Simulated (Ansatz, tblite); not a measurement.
# C23H18N6: a ladder of methods and basis sets

One table from this session's results is given with a row withheld; the runs are named, their logs left out.

The runs use Ansatz 0.2.0, Gaussian basis; as each input shows.

Levels to be run: GFN1-xTB, GFN2-xTB, PBE-D4/def2-TZVP, r2SCAN-D4/def2-TZVP, PBE-D4/def2-SVP, PBE0-D4/def2-SVP.

1 further run of the same task is left out (set aside as unsound or not needed).

**The relaxed structure**

The singlet was relaxed beforehand with PBE-D4/def2-SVP.

SMILES `CN(C)c1ccc(-c2ccc(-c3ccc(-c4ccc(C#N)nc4)nc3)nc2)nc1`, 47 atoms, charge 0, spin multiplicity 1.

Bond lengths: C1–N2 1.451 Å, C1–H30 1.105 Å, C1–H31 1.113 Å, C1–H32 1.113 Å, N2–C3 1.450 Å, N2–C4 1.376 Å, C3–H33 1.114 Å, C3–H34 1.105 Å, C3–H35 1.114 Å, C4–C5 1.422 Å, C4–C29 1.431 Å, C5–C6 1.393 Å, C5–H36 1.098 Å, C6–C7 1.414 Å, C6–H37 1.099 Å, C7–C8 1.477 Å, C7–N28 1.353 Å, C8–C9 1.411 Å and more. Angles: N2–C1–H30 109.3°, N2–C1–H31 112.1°, N2–C1–H32 112.1°, H30–C1–H31 107.8°, H30–C1–H32 107.8°, H31–C1–H32 107.5°, C1–N2–C3 120.2°, C1–N2–C4 120.1°, C3–N2–C4 119.8°, N2–C3–H33 112.1°, N2–C3–H34 109.4°, N2–C3–H35 112.1°, H33–C3–H34 107.7°, H33–C3–H35 107.5°, H34–C3–H35 107.8°, N2–C4–C5 122.5°, N2–C4–C29 122.0°, C5–C4–C29 115.6° and more.

PBE0-D4/def2-TZVP was run before; its log isn't repeated, and its numbers join the tables.

The first run:

Tight binding, by tblite at 300 K electronic temperature and without a spin-polarisation term:

```python
tblite.interface.Calculator('GFN1-xTB', numbers, positions, charge=0, uhf=0).singlepoint()
```

Tight binding, by tblite at 300 K electronic temperature and without a spin-polarisation term:

```python
tblite.interface.Calculator('GFN2-xTB', numbers, positions, charge=0, uhf=0).singlepoint()
```

start.molden holds the orbitals of an earlier run on this state, given as this run's starting guess.

Contents of in.yaml:

```yaml
crystal:
  periodic: [false, false, false]
  atoms:
    - {symbol: C, position_ang: [-7.972067, -2.090037, -0.843951]}
    - {symbol: N, position_ang: [-7.533196, -0.725527, -0.620393]}
    - {symbol: C, position_ang: [-8.505722, 0.344822, -0.517115]}
    - {symbol: C, position_ang: [-6.191464, -0.443198, -0.505605]}
    - {symbol: C, position_ang: [-5.705107, 0.874746, -0.288245]}
    - {symbol: C, position_ang: [-4.334191, 1.095429, -0.177071]}
    - {symbol: C, position_ang: [-3.427504, 0.015500, -0.279709]}
    - {symbol: C, position_ang: [-1.963670, 0.178830, -0.164232]}
    - {symbol: C, position_ang: [-1.322257, 1.420146, 0.033302]}
    - {symbol: C, position_ang: [0.068221, 1.479128, 0.137333]}
    - {symbol: C, position_ang: [0.822809, 0.287992, 0.044644]}
    - {symbol: C, position_ang: [2.298755, 0.261994, 0.154787]}
    - {symbol: C, position_ang: [2.989257, -0.969288, 0.136099]}
    - {symbol: C, position_ang: [4.377928, -0.988036, 0.249563]}
    - {symbol: C, position_ang: [5.080379, 0.232182, 0.382336]}
    - {symbol: C, position_ang: [6.555048, 0.296210, 0.518543]}
    - {symbol: C, position_ang: [7.383429, -0.844510, 0.567806]}
    - {symbol: C, position_ang: [8.765083, -0.691000, 0.698190]}
    - {symbol: C, position_ang: [9.288086, 0.618110, 0.778019]}
    - {symbol: C, position_ang: [10.712339, 0.812266, 0.913355]}
    - {symbol: N, position_ang: [11.873508, 0.939841, 1.025034]}
    - {symbol: N, position_ang: [8.517874, 1.726814, 0.733380]}
    - {symbol: C, position_ang: [7.200627, 1.557857, 0.608941]}
    - {symbol: N, position_ang: [4.425132, 1.414993, 0.390183]}
    - {symbol: C, position_ang: [3.097885, 1.424295, 0.279965]}
    - {symbol: N, position_ang: [0.214818, -0.906906, -0.144920]}
    - {symbol: C, position_ang: [-1.111614, -0.954021, -0.244929]}
    - {symbol: N, position_ang: [-3.888861, -1.239033, -0.487224]}
    - {symbol: C, position_ang: [-5.192281, -1.463374, -0.595179]}
    - {symbol: H, position_ang: [-9.074660, -2.112751, -0.909805]}
    - {symbol: H, position_ang: [-7.666519, -2.769918, -0.016991]}
    - {symbol: H, position_ang: [-7.565852, -2.511092, -1.791128]}
    - {symbol: H, position_ang: [-8.459506, 0.859123, 0.470034]}
    - {symbol: H, position_ang: [-9.522857, -0.070796, -0.632970]}
    - {symbol: H, position_ang: [-8.362957, 1.118598, -1.305732]}
    - {symbol: H, position_ang: [-6.395714, 1.724086, -0.202933]}
    - {symbol: H, position_ang: [-3.974324, 2.120356, -0.007644]}
    - {symbol: H, position_ang: [-1.903688, 2.350836, 0.107759]}
    - {symbol: H, position_ang: [0.559065, 2.449197, 0.296858]}
    - {symbol: H, position_ang: [2.398661, -1.890641, 0.030260]}
    - {symbol: H, position_ang: [4.909442, -1.949956, 0.234386]}
    - {symbol: H, position_ang: [6.958983, -1.857015, 0.507859]}
    - {symbol: H, position_ang: [9.436915, -1.560251, 0.739417]}
    - {symbol: H, position_ang: [6.573229, 2.463592, 0.573534]}
    - {symbol: H, position_ang: [2.630653, 2.424755, 0.287463]}
    - {symbol: H, position_ang: [-1.577303, -1.941409, -0.400893]}
    - {symbol: H, position_ang: [-5.486802, -2.512949, -0.762354]}
basis:
  gaussian: {orbitals: def2-TZVP, fitting: {mean_field: def2-universal-jkfit}, initial_orbitals: start.molden}
hamiltonian: {xc: pbe, dispersion: d4}
scf: {omitted_lower_state_checks: [starts]}
output: {forces: true, orbitals: {seedname: orbitals}}
```

Started as:

```bash
$ ansatz run in.yaml --threads 2 --pin off --events-out ev --progress --plain --max-ram 32768MiB --backend cuda --devices 0, --max-vram 18GiB
```

Among the steps run: PBE-D4/def2-TZVP; r2SCAN-D4/def2-TZVP; PBE-D4/def2-SVP; PBE0-D4/def2-SVP.

One table of the session follows, with a row left open; its other results are not shown here.

It belongs to the step «Binding energy». 

| level | binding an atom (eV) |
| --- | --- |
| PBE-D4/def2-SVP | 5.467 |
| PBE-D4/def2-TZVP | ? |
| r2SCAN-D4/def2-TZVP | 5.157 |
| PBE0-D4/def2-SVP | 5.316 |
| PBE0-D4/def2-TZVP | 5.225 |

**Question.** Estimate the row for PBE-D4/def2-TZVP.

As computed: binding an atom (eV): 5.377. In the column «binding an atom (eV)» it lies between PBE0-D4/def2-SVP (5.316) and PBE-D4/def2-SVP (5.467).

Caveats from the session: Free atoms were run apart at each level; binding is atoms less cluster, divided by the number of atoms, without zero-point or spin-orbit terms.
